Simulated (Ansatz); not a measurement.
# Tl (diamond type): a single-point run

The task is a single-point run on Tl (diamond type). The structure is shown as the input types it.

Computed with Ansatz 0.2.0 (DFT, PBEsol, all-electron LAPW, scalar-relativistic, unless a step's input says otherwise).

2 further runs of the same task are left out: 2 that didn't finish.

## 1. The structure to begin with

It takes space group R-3m (No. 166, trigonal). Conventional cell: a = 3.368 Å, b = 3.368 Å, c = 8.249 Å, α = 90.00°, β = 90.00°, γ = 120.00°. Around Tl (site symmetry 3m) lie 4 Tl at 2.00 to 2.27 Å.

Structure file:

```
Tl
1.0
     0.00000    2.38121    2.38121
     2.38121    0.00000    2.38121
     2.38121    2.38121    0.00000
Tl
2
Direct
  0.91250 0.86250 0.86250
  0.08750 0.13750 0.13750
```

## 2. Input and run

Input file input.yaml:

```yaml
crystal:
  lattice:
    - [0.0, 2.38120542, 2.38120542]
    - [2.38120542, 0.0, 2.38120542]
    - [2.38120542, 2.38120542, 0.0]
  atoms:
    - { symbol: Tl, position: [-0.0875, -0.1375, -0.1375] }
    - { symbol: Tl, position: [0.0875, 0.1375, 0.1375] }
kpoints:
  mp_grid: { grid: [8, 8, 8] }
scf:
  occupations: { method: fermi_dirac, width: 0.05 }
  max_iter: 100
hamiltonian:
  xc: pbesol
  pseudopotentials: { kind: all_electron, lapw: { basis_error: 0.001 } }
output:
  forces: true
  stress: true
  eigenvalues: true
  populations: true
```

On the command line:

```
$ ansatz run input.yaml --threads 1 --pin off --max-ram 2048MiB --backend cpu --events-out ev --progress --plain --runs-dir out
```

Q: Will this input give a usable result? If not, why, and what should change?

This run ends as converged. It gives a pressure of 453 GPa and a largest force of 10.6 eV/Å, which is large; a structure far from rest gives such values too, whatever the setting.

The structure was scaled down until the atoms press into each other. The shortest distance in the input is 2.00 Å, between atoms 1 (Tl) and 2 (Tl).

Remedy: restore the intended size.
